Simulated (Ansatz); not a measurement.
# C2H10B2Si: up Jacob's ladder to CCSD(T)

How much do the methods differ for C2H10B2Si? The plan is to run it at one geometry with functionals of several rungs and with coupled cluster. The yardstick is the atomisation energy at the CCSD(T) limit.

The runs use Ansatz 0.2.0, Gaussian basis; functionals in def2-TZVPP, the program's frozen cores in correlated methods.

Plan: PBE-D4, r2SCAN-D4, PBE0-D4, B3LYP-D4, ωB97X-V, ωB97M-V, B2PLYP; CCSD(T)/def2-TZVPP; MP2/def2-QZVPP; extrapolation to the limit.

### 1 The relaxed structure

The geometry comes from an earlier relaxation with PBE0-D4 in a triple-zeta def2 set; it is a stationary point, not always the lowest conformer.

SMILES `CB[SiH2]BC`, 15 atoms, charge 0, spin multiplicity 1.

Atoms are counted from 1 here; the program's logs count them from 0.

Bond lengths: C1–B2 1.552 Å, C1–H6 1.104 Å, C1–H7 1.094 Å, C1–H8 1.091 Å, B2–Si3 2.017 Å, B2–H9 1.201 Å, Si3–B4 2.017 Å, Si3–H10 1.493 Å, Si3–H11 1.494 Å, B4–C5 1.552 Å, B4–H12 1.201 Å, C5–H13 1.091 Å, C5–H14 1.104 Å, C5–H15 1.094 Å. Angles: B2–C1–H6 103.9°, B2–C1–H7 113.9°, B2–C1–H8 116.2°, H6–C1–H7 105.1°, H6–C1–H8 106.5°, H7–C1–H8 110.2°, C1–B2–Si3 123.4°, C1–B2–H9 118.5°, Si3–B2–H9 118.1°, B2–Si3–B4 102.0°, B2–Si3–H10 111.4°, B2–Si3–H11 111.6°, B4–Si3–H10 111.7°, B4–Si3–H11 111.3°, H10–Si3–H11 108.8°, Si3–B4–C5 123.3°, Si3–B4–H12 118.2°, C5–B4–H12 118.6° and more.

### 2 PBE-D4 (GGA)

Contents of in.yaml:

```yaml
crystal:
  periodic: [false, false, false]
  atoms:
    - {symbol: C, position_ang: [-1.754045, 1.240346, 1.606100]}
    - {symbol: B, position_ang: [-0.325004, 1.152138, 1.006658]}
    - {symbol: Si, position_ang: [0.700709, -0.575606, 0.833850]}
    - {symbol: B, position_ang: [0.276118, -1.127881, -1.058747]}
    - {symbol: C, position_ang: [1.184844, -0.785255, -2.269538]}
    - {symbol: H, position_ang: [-1.588743, 1.617997, 2.630297]}
    - {symbol: H, position_ang: [-2.390525, 1.989319, 1.126281]}
    - {symbol: H, position_ang: [-2.293174, 0.297123, 1.706646]}
    - {symbol: H, position_ang: [0.196602, 2.161148, 0.615493]}
    - {symbol: H, position_ang: [0.229240, -1.589239, 1.824161]}
    - {symbol: H, position_ang: [2.167598, -0.365345, 1.020306]}
    - {symbol: H, position_ang: [-0.735614, -1.744779, -1.255939]}
    - {symbol: H, position_ang: [1.936757, -0.012255, -2.103248]}
    - {symbol: H, position_ang: [1.736636, -1.722725, -2.458583]}
    - {symbol: H, position_ang: [0.636600, -0.585685, -3.194539]}
basis:
  gaussian: {orbitals: def2-TZVPP}
hamiltonian: {xc: pbe, dispersion: d4}
output: {forces: true, orbitals: {seedname: orbitals}}
```

Launch:

```sh
$ ansatz run in.yaml --threads 4 --pin off --events-out ev --progress --plain --max-ram 10444MiB
```

After this run come: r2SCAN-D4 (meta-GGA); PBE0-D4 (hybrid); B3LYP-D4 (hybrid); ωB97X-V (range-separated); ωB97M-V (range-separated); B2PLYP (double hybrid); CCSD(T) in def2-TZVPP; MP2 in def2-QZVPP.

Q: Predict the results of all the runs planned. Wanted: atomisation energy, CCSD(T)/CBS; farthest; mean size of error, hybrid; mean size of error, range-separated; gap, smallest and largest; T1 diagnostic; triples share of the correlation energy.

As calculated:

| quantity | value |
| --- | --- |
| atomisation energy, CCSD(T)/CBS | 1264.6 kcal/mol |
| functionals within 6.3 kcal/mol (0.5 %) | B2PLYP |
| farthest | PBE-D4 (+18.7 kcal/mol) |
| mean size of error, hybrid | 10.7 kcal/mol |
| mean size of error, range-separated | 9.3 kcal/mol |
| gap, smallest and largest | 3.00 eV (PBE-D4), 9.44 eV (ωB97X-V) |
| T1 diagnostic | 0.0134 |
| triples share of the correlation energy | 3.6 % |

What this shows: PBE-D4 is off by +18.7 kcal/mol. Double hybrids carry the basis error of their MP2 part in triple zeta, and no dispersion term here, so their miss is partly the set-up's. The reference freezes the cores and leaves out relativity and excitations past (T), so misses under about 6.3 kcal/mol can't be ranked. Hartree-Fock recovers 78 % of the binding; the rest is correlation. Orbital gaps span 3.0 to 9.4 eV; exact exchange widens them.
